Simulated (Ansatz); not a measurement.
# CoH+ (doublet): from Hartree-Fock to the top rungs, def2-TZVPP

An exercise on one series of results from a longer session: the logs are not shown, and one member is left open.

Program: Ansatz 0.2.0, Gaussian basis. Level of theory: def2-TZVPP, core rule «outside noble gas», up to 9 orbitals frozen. These are calculated values, not measurements.

To be run: UHF; ROHF; CCSD(T) on UHF.

2 further runs of the same task are left out: 2 set aside as unsound or not needed.

## What is computed

The geometry is a PBE0/def2-TZVP stationary point (not a proven minimum) of the parent state, kept for this charge and spin.

2 atoms, charge 1, spin multiplicity 2.

Atoms are counted from 1 here; the program's logs count them from 0.

Bond lengths: Co1–H2 1.524 Å.

The first run:

Input file in.yaml:

```yaml
crystal:
  periodic: [false, false, false]
  atoms:
    - {symbol: Co, position_ang: [0.000000, 0.000000, 0.000000]}
    - {symbol: H, position_ang: [0.000000, 0.000000, 1.524200]}
basis:
  gaussian: {orbitals: def2-TZVPP}
total_charge: 1
magnetization: {spin_polarized: true, initial_magnetization: 1}
hamiltonian: {xc: hf}
output: {orbitals: {seedname: orbitals}}
```

The run is started by

```bash
> ansatz run in.yaml --threads 1 --pin off --events-out ev --progress --plain --max-ram 4096MiB --backend cpu
```

Steps of the session up to this table: UHF; ROHF; CCSD(T) on UHF.

One table of the session follows, with a row left open; its other results are not shown here.

```
  method  from UCCSD(T) (meV)
    ROHF              +9120.6
     UHF              +8142.0
    UMP2              +1181.6
   UCCSD                    ?
UCCSD(T)                    0
```

Q: Estimate the row for UCCSD from the others.

**Answer.** from UCCSD(T) (meV): +436.3. In the column «from UCCSD(T) (meV)» it lies between UCCSD(T) (0) and UMP2 (+1181.6).

The program flags UCCSD(T) as in doubt (see the logs), so the zero of the table is itself unsure.

Limits of these values: The determinant is far from a pure spin state, so its energy mixes those of several spin states (harmless only where they are near-degenerate, as at dissociation). The program flags UCCSD(T) as in doubt, so the zero of the table is itself unsure.
